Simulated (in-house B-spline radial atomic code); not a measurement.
# Cs⁵⁺: ionisation energy by several methods

How far do functionals differ on the ionisation energy of Cs⁵⁺? Each run solves Cs⁵⁺ and then the next ion ([Kr] 4d10 5s2 5p1).

Program: in-house B-spline radial atomic code version 1. Level of theory: Dirac-Coulomb, several functionals, exact exchange averaged over the configuration; spherical all-electron atom at the radial basis limit. These are calculated values, not measurements, unless marked.

### 1 What is computed

| Property | Result |
| --- | --- |
| element | caesium (Z = 55) |
| charge | +5 |
| electrons | 50 |
| configuration | [Kr] 4d10 5s2 5p2 |
| nucleus | Fermi, rms radius 4.804 fm |

Outer shells as boxes (Hund's rule):

[Kr] 4d10 5s2 5p2
```
[Kr] core
4d [↑↓][↑↓][↑↓][↑↓][↑↓]
5s [↑↓]
5p [↑ ][↑ ][  ]
```

The boxes only draw the filling; these runs are spin-restricted and spherical.

### 2 LC-ωPBE

Input settings:

```ini
Z = 55
electrons = 50.0
configuration = [Kr] 4d10 5s2 5p2
hamiltonian = dirac
method = lc_wpbe
spin_polarised = False
nucleus = fermi
rms_radius = 4.8041
mass_number = 133
atomic_mass = 132.905451958
speed_of_light = 137.035999084
exact_exchange = averaged over the configuration
```

Started as:

```sh
> python run_scf.py task.json out
```

One command runs all members of the session, one after another, from task.json.

### 3 B3LYP

The settings differ from step 2 so:

```diff
@@ -4,3 +4,3 @@
 hamiltonian = dirac
-method = lc_wpbe
+method = b3lyp
 spin_polarised = False
```

### 4 B97-1

The settings differ from step 3 so:

```diff
@@ -4,3 +4,3 @@
 hamiltonian = dirac
-method = b3lyp
+method = b97_1
 spin_polarised = False
```

### 5 CAM-B3LYP

The settings differ from step 4 so:

```diff
@@ -4,3 +4,3 @@
 hamiltonian = dirac
-method = b97_1
+method = camb3lyp
 spin_polarised = False
```

**Question.** The tabulated ionisation energy is 69.1 ± 2 eV (tabulated theoretical; NIST Atomic Spectra Database). What does each method give, and which comes nearest?

**Answer**, as computed:

| method | rung | total energy (hartree) | ΔSCF (eV) | with Breit, QED, recoil (eV) | −ε highest (eV) | corrected ΔSCF less tabulated (eV) |
| --- | --- | --- | --- | --- | --- | --- |
| B3LYP | global hybrid | -7784.3756 | 69.119 | 69.083 | 63.469 (5p3/2) | -0.017 |
| B97-1 | global hybrid | -7784.0579 | 68.855 | 68.819 | 63.315 (5p3/2) | -0.281 |
| LC-ωPBE | range-separated hybrid | -7783.8770 | 69.082 | 69.047 | 66.733 (5p3/2) | -0.053 |
| CAM-B3LYP | range-separated hybrid | -7784.6899 | 69.166 | 69.130 | 65.311 (5p3/2) | +0.030 |

Tables give 69.1 ± 2 eV (tabulated theoretical; NIST Atomic Spectra Database) for the ionisation energy. B3LYP misses by -0.017 eV, the least, and B97-1 by -0.281 eV (0.41 %), the most. The table's own uncertainty is as large as these misses, so the order means little. Open shells are averaged (over orientations, and over spins where the run is restricted), while tables refer to the lowest levels.
